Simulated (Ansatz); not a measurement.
## Zr3Ag, space group Pm-3m: a charge-density difference against the sublattices, step by step

Computed with the Python package of Ansatz (0.2.0).

Run as a notebook:

**Cell 1**
```python
import warnings

import ansatz as az
import numpy as np
```

**Cell 2**
```python
vectors0 = np.array([
    [4.416495, 0.0, 0.0],
    [0.0, 4.416495, 0.0],
    [0.0, 0.0, 4.416495],
])
sites = [
    ('Zr', (0.5, 0.5, 0.0)),
    ('Zr', (0.0, 0.5, 0.5)),
    ('Zr', (0.5, 0.0, 0.5)),
    ('Ag', (0.0, 0.0, 0.0)),
]
```

**Cell 3**
```python
def build(cell):
    crystal = az.Crystal(lattice=az.Lattice.of(cell))
    for symbol, position in sites:
        crystal = crystal.atom(symbol, position)
    return crystal
```

**Cell 4**
```python
warnings.simplefilter('ignore', az.DeckWarning)

# same cell, cutoff and mesh for the crystal and its parts
def solve(crystal):
    return (
        crystal.calculation()
        .functional('pbesol')
        .occupations('cold', width=0.1)
        .basis(460, grid_basis='typed')
        .kpoints(5, 5, 5)
        .density()
        .run(threads=1)
    )
```

**Cell 5**
```python
whole = solve(build(vectors0))
difference = whole.density().channels[0].density_e_per_ang3.copy()
binding = whole.report['free_energy_ev']
for element in ['Zr', 'Ag']:
    part = az.Crystal(lattice=az.Lattice.of(vectors0))
    for symbol, position in sites:
        if symbol == element:
            part = part.atom(symbol, position)
    alone = solve(part)
    difference -= alone.density().channels[0].density_e_per_ang3
    binding -= alone.report['free_energy_ev']
    print(f'{element} sublattice: {alone.report["n_electrons"]:g} electrons, {alone.report["n_iterations"]} iterations')
```
Output:
```text
Zr sublattice: 36 electrons, 6 iterations
Ag sublattice: 19 electrons, 5 iterations
```

**Cell 6**
```python
voxel = abs(np.linalg.det(vectors0)) / difference.size
print(f'energy of the crystal less its unpolarised sublattices: {binding / len(sites):.4f} eV/atom')
print(f'net charge of the difference {difference.sum() * voxel:.5f} e, charge rearranged {0.5 * np.abs(difference).sum() * voxel:.3f} e')
print(f'extremes {difference.min():.4f} and {difference.max():.4f} e/A^3')
for (symbol, position) in sites:
    index = tuple(int(round(p * n)) % n for p, n in zip(position, difference.shape))
    print(f'  change of the pseudo-density at the grid point nearest {symbol}: {difference[index]:+.4f} e/A^3')
profile = difference.mean(axis=(0, 1))
print('planar mean along the third vector:', np.round(profile[:: max(len(profile) // 12, 1)], 4))
```
Output:
```text
energy of the crystal less its unpolarised sublattices: -1.3156 eV/atom
net charge of the difference -0.00000 e, charge rearranged 0.738 e
extremes -0.1511 and 0.0404 e/A^3
  change of the pseudo-density at the grid point nearest Zr: -0.0231 e/A^3
  change of the pseudo-density at the grid point nearest Zr: -0.0231 e/A^3
  change of the pseudo-density at the grid point nearest Zr: -0.0231 e/A^3
  change of the pseudo-density at the grid point nearest Ag: -0.0923 e/A^3
planar mean along the third vector: [-0.0029 -0.005  -0.0016  0.0064  0.0082  0.0048  0.0005 -0.006  -0.0116
 -0.006   0.0005  0.0048  0.0082  0.0064 -0.0016 -0.005 ]
```

Reading the output:
- The mesh is modest for a metal, so energies can be off by several to tens of meV an atom and pressures by half a GPa or more; differences at equal mesh fare better.
- The fields are valence quantities on the plane-wave grid; their values near the nuclei depend on the potentials.
- This cell is a computed structure, which may not be the phase found in nature.
- Charge moved counts every rearrangement, bonding and polarisation too, and is no transfer between atoms; the bare sublattices are artificial references. Values near the nuclei depend on the potentials.
- Run time: 4.1 s on 1 thread of Arm Neoverse V1, with other jobs on the host, peak memory 0.41 GiB.
